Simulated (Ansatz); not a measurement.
# C₃H₇B₂F: up Jacob's ladder to CCSD(T)

Aim: compute C₃H₇B₂F with functionals from several rungs and with coupled cluster, and see how far each lands from CCSD(T) at the basis-set limit for the atomisation energy.

Computed with Ansatz 0.2.0, Gaussian basis. Level: functionals in def2-TZVPP, the program's frozen cores in correlated methods.

Plan: PBE-D4, r2SCAN-D4, PBE0-D4, B3LYP-D4, ωB97X-V, ωB97M-V, B2PLYP; CCSD(T)/def2-TZVPP; MP2/def2-QZVPP; extrapolation to the limit.

### 1 The relaxed structure

An earlier PBE0-D4 in a triple-zeta def2 set relaxation fixed the geometry.

SMILES `C=CBB(C)F`, 13 atoms, charge 0, spin multiplicity 1.

Atoms are counted from 1 here; the program's logs count them from 0.

Bond lengths: C1–C2 1.339 Å, C1–H7 1.087 Å, C1–H8 1.086 Å, C2–B3 1.542 Å, C2–H9 1.089 Å, B3–B4 1.690 Å, B3–H10 1.205 Å, B4–C5 1.567 Å, B4–F6 1.343 Å, C5–H11 1.094 Å, C5–H12 1.099 Å, C5–H13 1.092 Å. Angles: C2–C1–H7 122.8°, C2–C1–H8 120.6°, H7–C1–H8 116.6°, C1–C2–B3 120.9°, C1–C2–H9 117.2°, B3–C2–H9 121.9°, C2–B3–B4 125.4°, C2–B3–H10 115.5°, B4–B3–H10 119.1°, B3–B4–C5 124.6°, B3–B4–F6 119.1°, C5–B4–F6 116.2°, B4–C5–H11 111.6°, B4–C5–H12 107.5°, B4–C5–H13 114.4°, H11–C5–H12 106.5°, H11–C5–H13 109.4°, H12–C5–H13 107.0°.

### 2 PBE-D4 (GGA)

File in.yaml:

```yaml
crystal:
  periodic: [false, false, false]
  atoms:
    - {symbol: C, position_ang: [0.464820, -2.677309, 0.502308]}
    - {symbol: C, position_ang: [-0.136090, -1.482607, 0.572755]}
    - {symbol: B, position_ang: [0.632919, -0.189663, 0.236266]}
    - {symbol: B, position_ang: [-0.012164, 1.371872, 0.279743]}
    - {symbol: C, position_ang: [-0.661432, 2.100418, -0.945797]}
    - {symbol: F, position_ang: [0.062043, 2.078374, 1.418899]}
    - {symbol: H, position_ang: [-0.041428, -3.607674, 0.748856]}
    - {symbol: H, position_ang: [1.502810, -2.756752, 0.192093]}
    - {symbol: H, position_ang: [-1.177691, -1.466340, 0.890934]}
    - {symbol: H, position_ang: [1.773730, -0.343013, -0.120838]}
    - {symbol: H, position_ang: [-1.502113, 2.731150, -0.641412]}
    - {symbol: H, position_ang: [0.096253, 2.773195, -1.370264]}
    - {symbol: H, position_ang: [-0.981058, 1.433451, -1.748642]}
basis:
  gaussian: {orbitals: def2-TZVPP}
hamiltonian: {xc: pbe, dispersion: d4}
output: {forces: true, orbitals: {seedname: orbitals}}
```

Launch:

```
> ansatz run in.yaml --threads 4 --pin off --events-out ev --progress --plain --max-ram 10444MiB
```

After this run come: r2SCAN-D4 (meta-GGA); PBE0-D4 (hybrid); B3LYP-D4 (hybrid); ωB97X-V (range-separated); ωB97M-V (range-separated); B2PLYP (double hybrid); CCSD(T) in def2-TZVPP; MP2 in def2-QZVPP.

Q: Predict the results of all the runs planned. Wanted: atomisation energy, CCSD(T)/CBS; farthest; mean size of error, hybrid; mean size of error, range-separated; gap, smallest and largest; T1 diagnostic; triples share of the correlation energy.

The runs gave:

| quantity | value |
| --- | --- |
| atomisation energy, CCSD(T)/CBS | 54.940 eV |
| functionals within 0.275 eV (0.5 %) | ωB97X-V, B2PLYP |
| farthest | PBE-D4 (+1.542 eV) |
| mean size of error, hybrid | 0.593 eV |
| mean size of error, range-separated | 0.359 eV |
| gap, smallest and largest | 3.10 eV (PBE-D4), 10.16 eV (ωB97X-V) |
| T1 diagnostic | 0.0123 |
| triples share of the correlation energy | 3.7 % |

In words: PBE-D4 is off by +1.542 eV. Double hybrids carry the basis error of their MP2 part in triple zeta, and no dispersion term here, so their miss is partly the set-up's. The reference freezes the cores and leaves out relativity and excitations past (T), so misses under about 0.275 eV can't be ranked. Hartree-Fock recovers 78 % of the binding; the rest is correlation. Orbital gaps span 3.1 to 10.2 eV; exact exchange widens them. The restricted reference is unstable towards a spin-broken one.
